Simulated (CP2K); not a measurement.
Crystal: Bi2Te3 (Tellurobismuthite).

```
Bi Te
1.0
    10.47631    0.00000    0.00000
     9.55819    4.28883    0.00000
     9.55819    2.04614    3.76926
Bi Te
2 3
Direct
  0.60000 0.60000 0.60000
  0.40000 0.40000 0.40000
  0.79050 0.79050 0.79050
  0.20950 0.20950 0.20950
  0.00000 0.00000 0.00000
```

Base run:

| Item | Value |
| --- | --- |
| Program | CP2K 2026.2 |
| Functional | PBE |
| Potentials or basis | POTENTIAL_UZH Bi GTH-SCAN-q5, Te GTH-SCAN-q6; DZVP-MOLOPT-SR-GTH basis |
| Density cutoff | 6123 eV |
| k mesh | 7 × 7 × 7 |
| Occupations | fermi-dirac, width 0.05 eV |
| Spin | no spin polarisation |

Its results: band gap on the k mesh 0.31 eV, direct; pressure 0.7 GPa; largest force 0.262 eV/Å.

Q: The run is repeated on the same cell with these changes: potentials or basis from POTENTIAL_UZH Bi GTH-SCAN-q5, Te GTH-SCAN-q6; DZVP-MOLOPT-SR-GTH basis to POTENTIAL_UZH Bi GTH-PBE0-q5, Te GTH-PBE0-q6; DZVP-MOLOPT-SR-GTH basis; potentials from Bi GTH-SCAN-q5 of POTENTIAL_UZH, Te GTH-SCAN-q6 of POTENTIAL_UZH to Bi GTH-PBE0-q5 of POTENTIAL_UZH, Te GTH-PBE0-q6 of POTENTIAL_UZH. What comes out?

A: Band gap on the k mesh 0.27 eV, direct; pressure 1.6 GPa; largest force 0.083 eV/Å.

Caveats: spin-orbit coupling is left out, which as a rule narrows the gap of such compounds by several tenths of an eV; the basis of atomic orbitals isn't converged, which shifts pressures, moduli and gaps; the potentials were made for another functional, which shifts forces and pressure (some runs).
